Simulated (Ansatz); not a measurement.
# InH2(NH2) (InNH₄): structure and electronic state

Aim: characterise InH2(NH2) (InNH₄) as a singlet: its structure, frontier levels and distribution of charge.

Computed with Ansatz 0.2.0, Gaussian basis. Level: RKS PBE0-D4/def2-TZVP.

Plan: relaxation at B3LYP-D4/def2-TZVP; a single point at PBE0-D4/def2-TZVP.

5 further runs of the same task are left out: 5 set aside as unsound or not needed.

### 1 Starting geometry

6 atoms, charge 0, spin multiplicity 1.

Atoms are counted from 1 here; the program's logs count them from 0.

Bond lengths: In1–H2 1.708 Å, In1–H3 1.708 Å, In1–N4 2.019 Å, N4–H5 1.014 Å, N4–H6 1.015 Å. Angles: H2–In1–H3 119.0°, H2–In1–N4 120.5°, H3–In1–N4 120.1°, In1–N4–H5 116.9°, In1–N4–H6 117.2°, H5–N4–H6 107.7°.

In takes a core potential in the def2 sets. No spin-orbit coupling is included.

The start is a GFN2-xTB geometry.

### 2 Optimising with B3LYP-D4/def2-TZVP

in.yaml

```yaml
crystal:
  periodic: [false, false, false]
  atoms:
    - {symbol: In, position_ang: [0.457130, 0.753190, -0.013990]}
    - {symbol: H, position_ang: [2.130310, 0.765100, 0.331290]}
    - {symbol: H, position_ang: [-0.322920, 2.228340, -0.378410]}
    - {symbol: N, position_ang: [-0.627270, -0.933080, 0.227780]}
    - {symbol: H, position_ang: [-1.497440, -0.996590, -0.289370]}
    - {symbol: H, position_ang: [-0.139810, -1.816960, 0.122700]}
basis:
  gaussian: {orbitals: def2-TZVP}
hamiltonian: {xc: {name: B3LYP}, dispersion: d4}
scf: {omitted_lower_state_checks: [starts]}
output: {orbitals: {seedname: orbitals}}
relax: {f_tol: 0.02, max_steps: 100}
```

Command:

```console
ansatz run in.yaml --threads 4 --pin off --events-out ev --progress --plain --max-ram 3916MiB
```

The runs that follow: Single point, PBE0-D4/def2-TZVP.

Q: Predict the results of all the runs planned. Wanted: point group; commonest bond, hydrogen aside; HOMO, LUMO at PBE0-D4/def2-TZVP; dipole at B3LYP-D4/def2-TZVP.

**Answer**, as computed:

| quantity | value |
| --- | --- |
| point group | C2v |
| commonest bond, hydrogen aside | In–N, 1 of mean length 2.022 Å |
| HOMO, LUMO at PBE0-D4/def2-TZVP | -6.88, -1.09 eV |
| dipole at B3LYP-D4/def2-TZVP | 0.44 D |

In words: The molecule keeps its bonding pattern by the stored test; the atoms moved 0.13 Å (rms). No usable vibrations, so a minimum isn't proven. The HOMO lies nearest to N4 72 %; H5, H6 about 10 % each and the LUMO to In1 48 %; H2, H3 about 19 % each.
